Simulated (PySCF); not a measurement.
**GeF−: bond curves at several levels of theory**

What are the lowest state that PBE0 finds, the bond length, vibrational wavenumber and bond energy of GeF−, and how much do these hang on the method?

Program: PySCF 2.14.0. Level of theory: Ge aug-cc-pVDZ-PP with ECP10, F aug-cc-pVDZ, scalar-relativistic core potentials. These are calculated values, not measurements.

2 further runs of the same task are left out: 1 that didn't finish, 1 set aside as unsound or not needed.

### 1 Input

The job is set up so:

```json
{
 "atoms": "Ge, F",
 "charge": "-1",
 "basis": "Ge aug-cc-pVDZ-PP with ECP10, F aug-cc-pVDZ",
 "Hamiltonian": "scalar-relativistic core potentials",
 "basis functions": "55",
 "electrons treated": "32",
 "masses in u": "73.9212, 18.9984",
 "levels": "PBE0, PBE, r²SCAN, LDA, M06, TPSS, HF, MP2, SCS-MP2",
 "grid": "80 radial by 434 angular points",
 "occupations": "held fixed by the projection of orbital angular momentum",
 "dissociation limit": "Ge + F−, each in its ground configuration",
 "starting distance in angstrom": "1.875",
 "values of 2S to try": "0, 2"
}
```

Run with:

```bash
$ OMP_NUM_THREADS=1 python dia.py task.json out
```

Further steps of the session: The PBE0 curve of the state that the search chose; Higher solutions at PBE0; PBE; r²SCAN (meta-GGA); LDA (local density); M06; TPSS (meta-GGA); UHF (mean field).

What does the calculation give? Wanted: for each run, Re; ωe; De; μ.

The runs gave:

Lowest PBE0 solution found, without spin–orbit coupling: ³Σ⁻ (triplet), unpaired electrons π ↑↑. State 2 has its PBE0 minimum 0.25 eV higher, as a spin-mixed determinant (⟨S²⟩ = 1.01), so this is no gap between pure states. The other levels ran on the lowest alone.

| level | Re (Å) | ωe (cm⁻¹) | De (eV) | μ (D) |
| --- | --- | --- | --- | --- |
| UHF | 1.855 | 513 | 2.68 | -0.64 |
| UHF-MP2 | 1.889 | 487 | 2.75 | n/a |
| UHF-SCS-MP2 | 1.893 | 481 | 2.67 | n/a |
| LDA | 1.862 | 514 | 3.41 | -0.41 |
| PBE | 1.903 | 473 | 2.96 | -0.60 |
| TPSS | 1.893 | 484 | 3.00 | -0.52 |
| r²SCAN | 1.873 | 500 | 3.11 | -0.45 |
| PBE0 | 1.877 | 497 | 2.97 | -0.60 |
| M06 | 1.890 | 476 | 2.84 | -0.94 |

De is counted to Ge + F− in their ground configurations. A positive dipole points from Ge to F; in an ion it is taken about the centre of mass and does not tell which atom is negative.

In words: The methods spread over 0.048 Å in bond length, from UHF to PBE. Among the levels with a De in the table, it runs from 2.67 eV (UHF-SCS-MP2) to 3.41 eV (LDA).

Correlated steps freeze 5 core orbitals. With some functionals the highest level of the anion is positive, from self-interaction error or because the anion is truly unbound there; the finite basis then holds the extra electron, and no neutral molecule was run to test the binding.
